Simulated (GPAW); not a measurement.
Set up this calculation in GPAW 26.7.0, as an ASE script.

```yaml
Task: relaxation of the atoms
Functional: revPBE
Dispersion: D3(BJ)+ATM
Potentials_or_basis: the program's PAW data sets (release 1.2.1) made for this functional
Cutoff: 450 eV
Basis: pw
k_mesh: 9 × 9 × 1
Occupations: fermi-dirac, width 0.05 eV
Spin: no spin polarisation
Maxiter: 150
Dipole_layer: yes
Optimizer: GPMin
Fmax: 0.02 eV/Å
Max_steps: 40
```

The structure of Tl lies in POSCAR:

```
Tl
1.0
    3.4559983565      0.0000000000      0.0000000000
   -1.7279991782      2.9929823722      0.0000000000
    0.0000000000      0.0000000000     20.5250000000
Tl
3
Direct
    0.3333333333      0.6666666666      0.3654080390
    0.6666666667      0.3333333334      0.5000000000
    0.3333333333      0.6666666666      0.6345919610
```

The cell isn't the ideal one: the (0 0 1) slab of Tl, cut from the database cell, not relaxed.

One way to write it, as run:

run.py

```python
import numpy as np
from ase.calculators.mixing import SumCalculator
from ase.constraints import FixAtoms
from ase.io import read, write
from ase.optimize import GPMin
from ase.units import Bohr
from dftd3.ase import DFTD3
from gpaw import GPAW, PW
from gpaw.elf import elf_from_dft_calculation

atoms = read('POSCAR')
atoms.pbc = (True, True, False)
atoms.set_constraint(FixAtoms([0]))

calc = GPAW(mode=PW(450),
            xc='revPBE',
            kpts={'size': (9, 9, 1), 'gamma': True},
            occupations={'name': 'fermi-dirac', 'width': 0.05},
            nbands=32,
            convergence={'density': 1e-05, 'energy': 1e-05},
            maxiter=150,
            poissonsolver={'dipolelayer': 'xy'},
            symmetry={'extra_ids': [1, 0, 0]},
            txt='gpaw.txt')
atoms.calc = SumCalculator([calc, DFTD3(damping='d3bj', params_tweaks=dict(method='revpbe', atm=True))])
opt = GPMin(atoms, trajectory='relax.traj', logfile='-')
done = opt.run(fmax=0.02, steps=40)
calc.write('gs.gpw')
write('result.traj', atoms)
print('Converged:', done)
print('Cell:', atoms.cell.cellpar().round(4))
print('Volume:', round(atoms.get_volume(), 4))
print(atoms.get_scaled_positions().round(5))

# fields on the real-space grid
write('density.cube', atoms, data=calc.get_pseudo_density() * Bohr**3)
write('potential.cube', atoms, data=calc.get_electrostatic_potential())
write('elf.cube', atoms, data=elf_from_dft_calculation(calc).data)

v = calc.get_electrostatic_potential().mean(axis=(0, 1))
z = np.arange(len(v)) * atoms.cell[2, 2] / len(v)
ef = calc.get_fermi_level()
np.savetxt('planar.dat', np.c_[z, v], fmt='%.4f')
below, above = np.interp([1.5, atoms.cell[2, 2] - 1.5], z, v) - ef
print(f'Work functions: bottom {below:.4f} eV, top {above:.4f} eV')
print('Dipole moment:', *calc.get_dipole_moment().round(5), 'e A')
```

Potentials or basis: the program's PAW data sets (release 1.2.1) made for this functional, pw.

Run with:

```console
$ OMP_NUM_THREADS=1 python run.py
```

Results of the run:

```json
{
  "Energy gained by relaxing": "3.3 meV/atom",
  "Ionic steps": "2",
  "Band gap on the k mesh": "none (metal or under the smearing width)",
  "Dispersion energy per atom": "-0.399 eV",
  "Dipole across the slab": "0.00 e·Å",
  "Work function of the upper face": "3.48 eV",
  "Work function of the lower face": "3.48 eV"
}
```

Caveat: the cutoff is short for stress and forces, so pressures can be off by a GPa or more; later steps reuse the first step's grids.

Run time: 2.7 min on 1 thread of Arm Neoverse V2, on a shared host, peak memory 0.22 GiB.
